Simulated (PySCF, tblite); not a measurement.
# C6H15BSi: geometry, infrared bands and NMR shifts

Aim: predict the infrared bands and NMR shifts of C6H15BSi (`B/C(=C/C)C(C)(C)[SiH3]`).

Computed with tblite 0.8.0 and PySCF 2.14.0, with density-fitted response routines of our own, on a single molecule in the gas phase. Atoms count from 0, in the outputs and in this text.

## Step 1: Starting geometry

23 atoms, charge 0, multiplicity 1; geometry from: force field or distance geometry start.

Bonds of the start (Å): B0–C1 1.60, C1–C2 1.32, C2–C3 1.47, C1–C4 1.45, C4–C5 1.56, C4–C6 1.48, C4–Si7 1.87, B0–H8 1.16, B0–H9 1.19, C2–H10 1.10, C3–H11 1.09, C3–H12 1.13, C3–H13 1.12, C5–H14 1.10, C5–H15 1.10, C5–H16 1.10, C6–H17 1.11, C6–H18 1.15, C6–H19 1.10, Si7–H20 1.48, Si7–H21 1.47, Si7–H22 1.46.

## Step 2: Relaxing the molecule with GFN2-xTB

What the job is given:

```
{"job": {"kind": "relax", "xc": "GFN2-xTB", "basis": "xTB"}, "charge": 0, "multiplicity": 1}
B      0.600500     2.126900     0.728000
C      0.697900     0.675600     0.070000
C      1.892100     0.362500    -0.388000
C      2.183600    -0.925800    -1.036700
C     -0.506200    -0.127100     0.103600
C     -1.547300     0.730000    -0.678800
C     -0.587300    -1.431500    -0.581600
Si    -1.268500    -0.257400     1.808100
H      0.247800     3.054700     0.125400
H      0.554800     2.117300     1.915500
H      2.692400     1.111900    -0.311700
H      1.555200    -1.212900    -1.875600
H      3.193000    -0.758500    -1.509300
H      2.426400    -1.753200    -0.316400
H     -1.632300     1.746400    -0.268100
H     -1.172800     0.734800    -1.714200
H     -2.478200     0.143000    -0.603100
H     -0.774500    -1.340400    -1.668400
H     -1.587300    -1.868500    -0.207000
H      0.120400    -2.214400    -0.278000
H     -2.738100    -0.165700     1.635100
H     -1.019200    -1.579700     2.408000
H     -0.857100     0.858800     2.653200
```

The run is started by

```console
> OMP_NUM_THREADS=1 python probes_run.py task.json out
```

The driver reads the jobs from task.json and runs them one after another.

**Question.** This job is followed by: GFN2-xTB harmonic vibrations, gas phase; GIAO PBE0/pcSseg-1 NMR shielding, non-relativistic, gas phase. What will the session give for the following? strongest single infrared mode (GFN2-xTB); zero-point energy (GFN2-xTB); ¹³C shifts against TMS (PBE0/pcSseg-1, means over atoms taken as alike); ¹H shifts against TMS (PBE0/pcSseg-1, means over atoms taken as alike); ¹¹B shifts against BF3·OEt2 (PBE0/pcSseg-1); ²⁹Si shifts against TMS (PBE0/pcSseg-1); surface potential, 1st and 99th percentile.

As calculated:

| quantity | value |
| --- | --- |
| strongest single infrared mode (GFN2-xTB) | 2240 cm⁻¹, 405 km/mol |
| zero-point energy (GFN2-xTB) | 117.4 kcal/mol |
| ¹³C shifts against TMS (PBE0/pcSseg-1, means over atoms taken as alike) | 174.1, 154.4, 29.8, 28.4, 21.5 ppm |
| ¹H shifts against TMS (PBE0/pcSseg-1, means over atoms taken as alike) | 6.95, 6.73, 3.94, 2.16, 1.38 ppm |
| ¹¹B shifts against BF3·OEt2 (PBE0/pcSseg-1) | 71.4 ppm |
| ²⁹Si shifts against TMS (PBE0/pcSseg-1) | -63.6 ppm |
| surface potential, 1st and 99th percentile | -0.49 V and 0.81 V |

In words: Relaxing lowered the energy by 1.316 eV in 197 steps; the close pair that moved most is C1–C4, from 1.448 to 1.516 Å. No mode is imaginary among the 63: a minimum at this level. The strongest single mode, at 2240 cm⁻¹, moves mainly H20. GFN2-xTB is a fitted tight-binding method: band positions and strengths are rough. Its intensities can rank the bands wrongly. By nearest atom (PBE0/pcSseg-1), the HOMO sits on C1, C2 about 23 % each; C4 13 % and the LUMO on B0 38 %; C2 21 %.
